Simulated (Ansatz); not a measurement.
# SnTe3: the cost of one run

All numbers are computed with Ansatz 0.2.0, driven from Python. Level of theory: DFT PBE, plane waves, PAW.

## 1. Starting point

SnTe3 Fm-3m: It takes space group Fm-3m (No. 225, cubic). The conventional cell has a = 7.722 Å, b = 7.722 Å, c = 7.722 Å, α = 90.00°, β = 90.00°, γ = 90.00°. Sn (site symmetry m-3m) has 8 Te at 3.34 Å as nearest neighbours. Around Te (site symmetry -43m) lie 4 Sn at 3.34 Å and 4 Te at 3.34 Å. Te (site symmetry m-3m) has 8 Te at 3.34 Å as nearest neighbours.

Sn3Te Pm-3m: Symmetry: Pm-3m, No. 221, cubic system. The conventional cell has a = 4.866 Å, b = 4.866 Å, c = 4.866 Å, α = 90.00°, β = 90.00°, γ = 90.00°. Sn (site symmetry 4/mmm) has 8 Sn at 3.44 Å and 4 Te at 3.44 Å as nearest neighbours. Around Te (site symmetry m-3m) lie 12 Sn at 3.44 Å.

Sn Fd-3m: Symmetry: Fd-3m, No. 227, cubic system. The conventional cell has a = 6.467 Å, b = 6.467 Å, c = 6.467 Å, α = 90.00°, β = 90.00°, γ = 90.00°. Around Sn (site symmetry -43m) lie 4 Sn at 2.80 Å.

Te P3_121: The structure is trigonal, space group P3_121 (No. 152). The conventional cell has a = 4.454 Å, b = 4.454 Å, c = 5.924 Å, α = 90.00°, β = 90.00°, γ = 120.00°. Te (site symmetry 2) has 2 Te at 2.86 Å as nearest neighbours.

Input file snte3_snte3_fm_3m.cif:

```cif
data_SnTe3
_cell_length_a 5.460588
_cell_length_b 5.460588
_cell_length_c 5.460588
_cell_angle_alpha 60.00000
_cell_angle_beta 60.00000
_cell_angle_gamma 60.00000
_symmetry_space_group_name_H-M 'P 1'
_symmetry_Int_Tables_number 1
loop_
_symmetry_equiv_pos_as_xyz
'x, y, z'
loop_
_atom_site_label
_atom_site_type_symbol
_atom_site_fract_x
_atom_site_fract_y
_atom_site_fract_z
Sn1 Sn    0.000000    0.000000    0.000000
Te2 Te    0.250000    0.250000    0.250000
Te3 Te    0.750000    0.750000    0.750000
Te4 Te    0.500000    0.500000    0.500000
```

snte3_sn3te_pm_3m.vasp, read by the script:

```text
Sn3Te
1.0
   4.86562200    0.00000000    0.00000000
   0.00000000    4.86562200    0.00000000
   0.00000000    0.00000000    4.86562200
Sn Te
3 1
Direct
   0.50000000    0.50000000    0.00000000
   0.50000000    0.00000000    0.50000000
   0.00000000    0.50000000    0.50000000
   0.00000000    0.00000000    0.00000000
```

The script reads snte3_sn.xyz:

```xyz
2
Lattice="0.0 3.2333428 3.2333428 3.2333428 0.0 3.2333428 3.2333428 3.2333428 0.0" Properties=species:S:1:pos:R:3 pbc="T T T"
Sn    0.00000000    0.00000000    0.00000000
Sn    1.61667140    1.61667140    1.61667140
```

snte3_te.cif, read by the script:

```cif
data_Te
_cell_length_a 4.454000
_cell_length_b 4.454000
_cell_length_c 5.924000
_cell_angle_alpha 90.00000
_cell_angle_beta 90.00000
_cell_angle_gamma 120.00000
_symmetry_space_group_name_H-M 'P 1'
_symmetry_Int_Tables_number 1
loop_
_symmetry_equiv_pos_as_xyz
'x, y, z'
loop_
_atom_site_label
_atom_site_type_symbol
_atom_site_fract_x
_atom_site_fract_y
_atom_site_fract_z
Te1 Te    0.269000    0.000000    0.333333
Te2 Te    0.000000    0.269000    0.666667
Te3 Te    0.731000    0.731000    0.000000
```

## 2. The code

Input file snte3_hull.py:

```python
from collections import Counter
import csv
import warnings

import ansatz
from ase.io import read
import matplotlib.pyplot as plt
import numpy as np
from scipy.spatial import ConvexHull


def run_phase(name, crystal):
    calc = (
        crystal.calculation()
        .basis(460)
        .kpoints(spacing=0.3)
        .occupations("fermi_dirac", width=0.05)
    )
    calc = calc.relax(force_tolerance=0.03, fix_cell=["shape"])
    return calc.run(threads=1)


def counts(outcome):
    return Counter(site.symbol for site in outcome.lattice.sites)

def formation_energy(outcome, mu):
    n = counts(outcome)
    return (outcome.report["energy_sigma0_ev"] - sum(k * mu[element] for element, k in n.items())) / sum(n.values())

warnings.simplefilter("ignore", ansatz.DeckWarning)

phases = {}
atoms = read("snte3_snte3_fm_3m.cif")
snte3_fm_3m = ansatz.Crystal.from_ase(atoms)
phases["SnTe3 Fm-3m"] = snte3_fm_3m
atoms = read("snte3_sn3te_pm_3m.vasp", format="vasp")
sn3te_pm_3m = ansatz.Crystal.from_ase(atoms)
phases["Sn3Te Pm-3m"] = sn3te_pm_3m
sn = ansatz.Crystal.from_extxyz("snte3_sn.xyz")
phases["Sn"] = sn
atoms = read("snte3_te.cif")
te = ansatz.Crystal.from_ase(atoms)
phases["Te"] = te

done = {}
for name, crystal in phases.items():
    done[name] = run_phase(name, crystal)
    print(f"{name}: {done[name].report['energy_sigma0_ev']:.4f} eV, {len(done[name].lattice.sites)} atoms")

references = {"Sn": "Sn", "Te": "Te"}
mu = {element: done[name].report["energy_sigma0_ev"] / len(done[name].lattice.sites) for element, name in references.items()}
points = sorted((counts(o)["Te"] / len(o.lattice.sites), formation_energy(o, mu), name) for name, o in done.items())

xy = np.array([(x, e) for x, e, _ in points] + [(0.5, 10.0)])
hull = sorted(tuple(xy[i]) for i in ConvexHull(xy).vertices if xy[i, 1] < 5)
rows = [(name, x, e, e - np.interp(x, *zip(*hull))) for x, e, name in points]
with open("hull.csv", "w", newline="") as handle:
    writer = csv.writer(handle)
    writer.writerow(["phase", "x(Te)", "E_form (eV/atom)", "above hull (eV/atom)"])
    writer.writerows([round(v, 4) if isinstance(v, float) else v for v in row] for row in rows)
print(open("hull.csv").read())
print("on the hull of these phases:", ", ".join(row[0] for row in rows if row[3] < 1e-6))
stable = [row for row in rows if row[3] < 1e-6]
plt.figure(figsize=(4.5, 3.2))
plt.plot([row[1] for row in stable], [row[2] for row in stable], "k-o")
plt.plot([row[1] for row in rows], [row[2] for row in rows], "r.")
plt.xlabel("fraction of Te")
plt.ylabel("formation energy (eV/atom)")
plt.tight_layout()
plt.savefig("hull.png", dpi=100)
```

## 3. What the engine is handed

The package turns the script's settings into the engine's input (first run):

```yaml
crystal:
  lattice:
    - [5.460588, 0.0, 0.0]
    - [2.7302940000000007, 4.729007927600461, 0.0]
    - [2.7302940000000007, 1.5763359758668205, 4.4585514318549695]
  atoms:
    - { symbol: Sn, position: [0.0, 0.0, 0.0] }
    - { symbol: Te, position: [0.25000000000000006, 0.25, 0.25] }
    - { symbol: Te, position: [0.75, 0.7500000000000001, 0.75] }
    - { symbol: Te, position: [0.5000000000000001, 0.5, 0.5] }
basis:
  ecutwfc: 460.0
kpoints:
  mp_grid:
    kspacing: 0.3
scf:
  occupations:
    method: fermi_dirac
    width: 0.05
relax:
  f_tol: 0.03
  cell:
    fix: [shape]
```

## 4. Running it

Run with:

```console
$ python snte3_hull.py
```

Q: Estimate wall time and peak memory on 1 thread of Intel Xeon 6975P-C (Granite Rapids), shared host.

About 32 s, with a peak of 0.57 GiB.
